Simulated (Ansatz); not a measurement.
NiMoIrPdW, 5 atoms in the cell. It takes space group I4mm (No. 107, tetragonal). Conventional cell: a = 2.740 Å, b = 2.740 Å, c = 19.433 Å, α = 90.00°, β = 90.00°, γ = 90.00°. Around Ni (site symmetry 4mm) lie 4 Mo at 2.60 Å and 4 Pd at 2.67 Å and 4 Ni at 2.74 Å. Around Mo (site symmetry 4mm) lie 4 Ni at 2.60 Å and 4 Mo at 2.74 Å and 4 W at 2.94 Å. Pd (site symmetry 4mm) has 4 Ni at 2.67 Å and 4 Pd at 2.74 Å and 4 Ir at 2.83 Å as nearest neighbours. Around Ir (site symmetry 4mm) lie 4 W at 2.69 Å and 4 Ir at 2.74 Å and 4 Pd at 2.83 Å. W (site symmetry 4mm) has 4 Ir at 2.69 Å and 4 W at 2.74 Å and 4 Mo at 2.94 Å as nearest neighbours. The cell was built by a generator and needn't be a form met in nature.

| Item | Value |
| --- | --- |
| Program | Ansatz 0.2.0 |
| Task | relaxation of cell and atoms |
| Functional | PBE |
| Potentials or basis | Ansatz PAW |
| Cutoff | 420 eV (not typed: the program's choice for these potentials) |
| k mesh | 10 × 10 × 10 |
| Occupations | fermi-dirac, width 0.05 eV |
| Spin | collinear spin, ferromagnetic start |
| Starting moments | [1.0, 1.0, 0.0, 0.6, 0.0] μB |
| Target pressure | 2 GPa |
| Target pressure (GPa) | 2 |

Potentials or basis: Ansatz PAW.

Launch:

```console
$ ansatz run input.yaml --threads 8 --pin off --max-ram 20480MiB --backend cpu --events-out ev --progress --plain --runs-dir out
```

Hardware: 8 threads of AMD EPYC 7B13 (Zen 3) (shared host).

**Question.** How long does it take, and how much memory?

**Answer.** It took 120 s on 8 threads of AMD EPYC 7B13 (Zen 3), on a shared host, peak memory 1.1 GiB. Counts: scf iterations 111, plane waves 1437, k points 102, bands 51, ion steps 7.
